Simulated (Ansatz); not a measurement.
I need a ladder of methods at one geometry of C₂H₅FMg, SMILES C[CH2][Mg][F]. Use the Ansatz DFT code, driven from Python. Settings (for the species named): PBE0, cc-pVDZ basis, multiplicity 1. The script varies functional: pbe0, r2scan0, lda, hf, pbe.

Input file `c2h5fmg.xyz`:
```text
9

C    -0.37260    1.04080    0.04260
C    -0.13320   -0.26180    0.66950
Mg    0.78010   -1.55160   -0.80190
F     1.74070   -2.71460   -2.11360
H    -1.09580    0.93800   -0.85510
H    -0.90500    1.77520    0.76770
H     0.55400    1.54640   -0.31510
H     0.59140   -0.10920    1.52960
H    -1.07120   -0.70940    1.05900
```

Script `methods_c2h5fmg.py`:
```python
'''One geometry of C2H5FMg, method by method.'''

from pathlib import Path

import ansatz as az
import numpy as np


def main() -> None:
    c2h5fmg = az.Crystal.molecule_from_extxyz('c2h5fmg.xyz')

    base = c2h5fmg.calculation().basis(gaussian='cc-pVDZ')

    print('functional    E (Ha)        dipole (D)   HOMO (eV)  LUMO (eV)')
    for name in ['pbe0', 'r2scan0', 'lda', 'hf', 'pbe']:
        report = base.functional(name).forces().orbitals().run(runs_dir='runs').report
        lines = Path(report['orbitals_path']).read_text().splitlines()
        field_of = lambda key: [line.split('=')[1].strip() for line in lines if line.startswith(key)]
        orbitals = [(27.211386 * float(e), s, float(n)) for e, s, n in zip(field_of('Ene='), field_of('Spin='), field_of('Occup='))]
        homo = max(e for e, _, n in orbitals if n > 0.5)
        lumo = min(e for e, _, n in orbitals if n < 0.5)
        dipole = 4.803205 * np.linalg.norm(report['charge_distribution']['dipole_moment_e_ang'])
        print(f'{name:10s} {report["free_energy_ev"] / 27.211386246:14.6f} {dipole:9.3f} {homo:11.3f} {lumo:10.3f}')


if __name__ == '__main__':
    main()
```

`python methods_c2h5fmg.py` gives:
```text
functional    E (Ha)        dipole (D)   HOMO (eV)  LUMO (eV)
pbe0          -378.872329     2.832      -6.791     -1.292
r2scan0       -379.028504     2.784      -6.891     -1.070
lda           -376.812144     2.875      -5.782     -2.203
hf            -377.722366     2.923      -9.446      1.069
pbe           -378.837752     2.726      -5.663     -2.026
```

Total energies depend on the basis set; only differences at equal settings carry meaning. The geometry is a force-field or estimated start, not a minimum of this method, and the basis set is short of its limit. A lower total doesn't mark the better method: functionals have no common bound, and MP2 and coupled cluster aren't variational. Levels such as HOMO and LUMO are orbital energies: with these approximate functionals they aren't the ionisation energy and electron affinity, and their gap isn't the fundamental gap. The whole script took 7.5 s on 1 thread of Intel(R) Xeon(R) 6975P-C (Granite Rapids), on a shared host, peak memory 0.25 GiB.
